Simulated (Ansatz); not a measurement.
# Ga: stress in a strained cell

Aim: deform Ga (equal xx and yy strain of +1 %) and compute stress, forces and field gradients with LAPW, PAW and all-electron datasets made for the crystal.

Computed with Ansatz 0.2.0 (DFT LDA, scalar-relativistic, unless a step's input says otherwise).

## Step 1: The system as given

Symmetry: I4/mmm, No. 139, tetragonal system. Conventional cell: a = 2.808 Å, b = 2.808 Å, c = 4.458 Å, α = 90.00°, β = 90.00°, γ = 90.00°. Ga (site symmetry 4/mmm) is surrounded by 12 Ga at 2.81 to 2.99 Å.

Coordinates:

```
Ga
1.0
    -1.40400    1.40400    2.22900
     1.40400   -1.40400    2.22900
     1.40400    1.40400   -2.22900
Ga
1
Direct
  0.00000 0.00000 0.00000
```

## Step 2: After the deformation

Space group I4/mmm before, I4/mmm after.

## Step 3: LAPW, all electrons

input.yaml

```yaml
crystal:
  lattice:
    - [-1.41804, 1.41804, 2.229]
    - [1.41804, -1.41804, 2.229]
    - [1.41804, 1.41804, -2.229]
  atoms:
    - { symbol: Ga, position: [0.0, 0.0, 0.0] }
kpoints:
  mp_grid: { grid: [14, 14, 16] }
  band_path:
    path:
      - [0.0, 0.0, 0.0]
      - [0.0, 0.0, 0.5]
      - [0.25, 0.25, 0.25]
      - [0.0, 0.5, 0.0]
      - [0.0, 0.0, 0.0]
      - [0.5, 0.5, -0.5]
      - [0.3511805032, 0.6488194968, -0.3511805032]
      - [-0.3511805032, 0.3511805032, 0.3511805032]
      - [0.0, 0.0, 0.0]
    npoints: 5
scf:
  occupations: { method: fermi_dirac, width: 0.05 }
hamiltonian:
  xc: lda
  pseudopotentials: { kind: all_electron, lapw: { basis_error: 0.00025 } }
output:
  forces: true
  stress: true
  eigenvalues: true
```

On the command line:

```
> ansatz run input.yaml --threads 1 --pin off --max-ram 3072MiB --backend cpu --events-out ev --progress --plain --runs-dir out
```

## Step 4: PAW on the default files

input.yaml

```yaml
crystal:
  lattice:
    - [-1.41804, 1.41804, 2.229]
    - [1.41804, -1.41804, 2.229]
    - [1.41804, 1.41804, -2.229]
  atoms:
    - { symbol: Ga, position: [0.0, 0.0, 0.0] }
kpoints:
  mp_grid: { grid: [14, 14, 16] }
scf:
  occupations: { method: fermi_dirac, width: 0.05 }
hamiltonian:
  xc: lda
  pseudopotentials: { kind: paw }
output:
  forces: true
  stress: true
  eigenvalues: true
  efg: { contact_densities: true }
```

## Step 5: All-electron PAW on datasets made for the crystal

input.yaml: that of step 4 with these lines changed.

```diff
@@ -13,3 +13,3 @@
   xc: lda
-  pseudopotentials: { kind: paw }
+  pseudopotentials: { kind: all_electron, datasets: crystal }
 output:
```

(Steps that only read results are left out.)

Q: Predict the outcome of this session. Wanted: pressure; largest shear or deviatoric stress.

As calculated:

```
                                 quantity                                              value
                                 pressure  LAPW -2.74, PAW -2.78, crystal datasets -2.73 GPa
largest shear or deviatoric stress (LAPW)                                           0.11 GPa
```

The largest part of the stress beyond the pressure is 0.11 GPa in size. No run of the undeformed cell stands beside it, so the pressure holds what the given cell had before the change. PAW: stress within 0.04 GPa of LAPW. Crystal datasets: stress within 0.01 GPa of LAPW. The k mesh doesn't keep the crystal's whole symmetry, which leaves small spurious terms.
